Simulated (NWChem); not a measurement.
**doublet C4H12Ge+: levels of theory compared**

Wanted: a comparison of 5 runs (UHF/STO-3G, UHF/3-21G, UB3LYP/6-31G*, UM06-2X/6-31G*) of doublet C4H12Ge+. 

The results are computed with NWChem 7.3.0.

34 further runs of the same task are left out: 34 set aside as unsound or not needed.

**1. The system as given**

The species is C4H12Ge+ (17 atoms), meant as a doublet with charge +1. As SMILES of the parent species, `CC(C)C[GeH3]`. The shape is that of a PBE0-D4/def2-TZVP optimisation. This is one conformer, not always the lowest. That shape belongs to the parent species and isn't relaxed for this state.

Bond lengths: C1–C2 1.522 Å, C2–C3 1.523 Å, C2–C4 1.528 Å, C4–Ge5 1.962 Å, C1–H6 1.093 Å, C1–H7 1.093 Å, C1–H8 1.095 Å, C2–H9 1.098 Å, C3–H10 1.095 Å, C3–H11 1.093 Å, C3–H12 1.093 Å, C4–H13 1.094 Å, C4–H14 1.096 Å, Ge5–H15 1.540 Å, Ge5–H16 1.540 Å, Ge5–H17 1.542 Å. Some angles: C1–C2–C3 110.6°, C1–C2–C4 112.0°, C3–C2–C4 110.5°, C2–C4–Ge5 115.3°, C1–C2–H9 107.9°, C3–C2–H9 107.8°, C4–C2–H9 108.0°, C2–C1–H6 112.1°, C2–C1–H7 111.0°, C2–C1–H8 110.6°.

**2. The energy at UHF/STO-3G (run 1)**

Contents of c4h12ge.nw:

```
start c4h12ge
title "C4H12Ge energy"
memory total 2200 mb
charge 1

geometry units au noautosym nocenter noautoz
  C   -2.01312524   0.03218204   2.17772039
  C    0.64341395  -0.23115130   1.10787084
  C    1.93772517  -2.56838347   2.17857076
  C    0.64241240  -0.31123789  -1.77760867
  Ge  -0.67621960   2.72526853  -3.44907143
  H   -2.93413996   1.77124030   1.55057698
  H   -1.98262506   0.05043679   4.24232177
  H   -3.19975986  -1.55365723   1.57948979
  H    1.73794332   1.42840618   1.70183066
  H    0.90604809  -4.28011629   1.64449637
  H    3.86855284  -2.75085542   1.46860066
  H    2.02055186  -2.50178952   4.24200051
  H    2.56876141  -0.58702452  -2.47799787
  H   -0.45986485  -1.93402130  -2.44120490
  H    0.07727090   2.71597108  -6.25988786
  H   -3.57704368   2.88914558  -3.29324461
  H    0.44011721   5.10558645  -2.19448226
end

basis "ao basis" spherical bse
  * library STO-3G
end

scf
  doublet
  uhf
  thresh 1e-08
  maxiter 80
end

task scf energy
```

On the command line:

```console
$ nwchem c4h12ge.nw > c4h12ge.out
```

Standard output:

```text
[...]
  functions       =    50
[...]
  wavefunction    = UHF
[...]
         Total SCF energy =  -2208.086704801112
      One electron energy =  -3786.696789710527
      Two electron energy =   1221.002371737981
 Nuclear repulsion energy =    357.607713171434
                       Sz =      0.5000
                 Sz(Sz+1) =      0.7500
                      S^2 =      0.7563
[...]
```

Wall time 16 s (1 thread of Intel Xeon 6975P-C (Granite Rapids), shared host); peak memory 0.096 GiB.

**3. A single-point energy at UHF/3-21G (run 2)**

Contents of c4h12ge.nw:

```
START c4h12ge
TITLE "C4H12Ge"
memory total 2200 mb
charge 1
GEOMETRY units angstrom noautosym nocenter noautoz
   C    -1.065300    0.017030    1.152400
   C     0.340480   -0.122320    0.586260
   C     1.025400   -1.359130    1.152850
   C     0.339950   -0.164700   -0.940670
   Ge   -0.357840    1.442150   -1.825170
   H    -1.552680    0.937300    0.820530
   H    -1.049160    0.026690    2.244940
   H    -1.693240   -0.822160    0.835830
   H     0.919680    0.755880    0.900570
   H     0.479460   -2.264940    0.870230
   H     2.047150   -1.455690    0.777150
   H     1.069230   -1.323890    2.244770
   H     1.359330   -0.310640   -1.311300
   H    -0.243350   -1.023440   -1.291830
   H     0.040890    1.437230   -3.312590
   H    -1.892890    1.528870   -1.742710
   H     0.232900    2.701760   -1.161270
END
BASIS spherical bse
   * library 3-21G
END
SCF
   doublet
   uhf
   thresh 1e-08
   maxiter 80
   print medium
END
TASK scf energy
```

On the command line:

```console
$ nwchem c4h12ge.nw > c4h12ge.out
```

Standard output:

```text
[...]
  functions       =    82
[...]
  wavefunction    = UHF
[...]
         Total SCF energy =  -2222.561563800365
      One electron energy =  -3791.440065741275
      Two electron energy =   1211.270763076237
 Nuclear repulsion energy =    357.607738864672
                       Sz =      0.5000
                 Sz(Sz+1) =      0.7500
                      S^2 =      0.7574
[...]
```

It took 32 s on 1 thread of Intel Xeon 6975P-C (Granite Rapids), shared host; peak memory 0.097 GiB.

Runs 3 to 4 aren't shown in full; the table further down has their settings and results.

**4. The energy at UB3LYP/6-31G(d) (Cartesian functions) (run 5)**

Contents of c4h12ge.nw:

```
start c4h12ge
title "C4H12Ge"
memory 2200 mb
charge 1

geometry units angstroms noautosym nocenter noautoz
  C    -1.065300    0.017030    1.152400
  C     0.340480   -0.122320    0.586260
  C     1.025400   -1.359130    1.152850
  C     0.339950   -0.164700   -0.940670
  Ge   -0.357840    1.442150   -1.825170
  H    -1.552680    0.937300    0.820530
  H    -1.049160    0.026690    2.244940
  H    -1.693240   -0.822160    0.835830
  H     0.919680    0.755880    0.900570
  H     0.479460   -2.264940    0.870230
  H     2.047150   -1.455690    0.777150
  H     1.069230   -1.323890    2.244770
  H     1.359330   -0.310640   -1.311300
  H    -0.243350   -1.023440   -1.291830
  H     0.040890    1.437230   -3.312590
  H    -1.892890    1.528870   -1.742710
  H     0.232900    2.701760   -1.161270
end

basis cartesian
  * library 6-31G*
end

dft
  xc b3lyp
  mult 2
  grid fine
  convergence energy 1e-08
  maxiter 100
  mulliken
end

task dft energy
```

On the command line:

```console
$ nwchem c4h12ge.nw > c4h12ge.out
```

Standard output:

```text
[...]
          Wavefunction type:  spin polarized.
          No. of atoms     :    17
          No. of electrons :    67
[...]
          Charge           :     1
          Spin multiplicity:     2
[...]
          AO basis - number of functions:   119
[...]
              XC Information
              --------------
                         B3LYP Method XC Potential
                     Hartree-Fock (Exact) Exchange  0.200
                        Slater Exchange Functional  0.800 local
                    Becke 1988 Exchange Functional  0.720 non-local
              Lee-Yang-Parr Correlation Functional  0.810
                  VWN I RPA Correlation Functional  0.190 local
[...]
 d= 0,ls=0.0,diis     1  -2235.7805409582 -2.59D+03  9.47D-03  1.74D+00     8.4
[...]
 d= 0,ls=0.0,diis    16  -2236.0468884303 -5.14D-09  3.49D-07  3.60D-10   121.5
[...]
         Total DFT energy =    -2236.046888430302
      One electron energy =    -3803.724349408240
           Coulomb energy =     1314.989905281961
    Exchange-Corr. energy =     -104.920183168696
 Nuclear repulsion energy =      357.607738864672
[...]
      Total Density - Mulliken Population Analysis
     ---------------------------------------------
    Atom       Charge   Shell Charges
 -----------   ------   -------------------------------------------------------
    1 C    6     6.47   1.99  0.68  2.14  0.66  0.98  0.03
    2 C    6     6.15   1.99  0.70  2.07  0.59  0.77  0.02
    3 C    6     6.45   1.99  0.69  2.11  0.67  0.96  0.03
    4 C    6     6.36   1.99  0.71  2.05  0.64  0.94  0.03
    5 Ge  32    31.88   2.00  1.99  6.00  1.93  5.99  1.40  2.17  0.08  0.18  6.92  2.95  0.27
    6 H    1     0.79   0.52  0.27
    7 H    1     0.79   0.52  0.27
    8 H    1     0.81   0.52  0.29
    9 H    1     0.78   0.52  0.25
   10 H    1     0.79   0.52  0.27
[...]
      <S2> =      0.7523 (Exact =     0.7500)
[...]
```

Wall time 2 min (1 thread of Intel Xeon 6975P-C (Granite Rapids), shared host); peak memory 0.12 GiB.

**5. Overview of the runs**

```csv
run,level,iteration cap,module,energy (Eh),HOMO energy (eV),LUMO energy (eV),⟨S²⟩,wall time
1,UHF/STO-3G,80,scf,-2208.086705,-16.79,-7.39,0.756,16 s
2,UHF/3-21G,80,scf,-2222.561564,-17.48,-8.43,0.757,32 s
3,UB3LYP/6-31G* (spherical functions),100,dft,-2236.039044,-14.01,-12.11,0.752,1.9 min
4,UM06-2X/6-31G* (spherical functions),100,dft,-2235.878323,-15.45,-11.26,0.753,2.6 min
5,UB3LYP/6-31G* (Cartesian functions),100,dft,-2236.046888,-14.01,-12.10,0.752,2 min
```

**6. What came out**

```
                                 quantity           value
                      run 5: total energy  -2236.04689 Eh
run 5: HOMO energy (highest over α and β)       -14.01 eV
 run 5: LUMO energy (lowest over α and β)       -12.10 eV
                              run 5: ⟨S²⟩           0.752
```

In words: Totals of different functionals can't be ranked against each other. In run 1 the basis is minimal, so the values are rough. All runs together took 7.4 min, the longest 2.6 min.
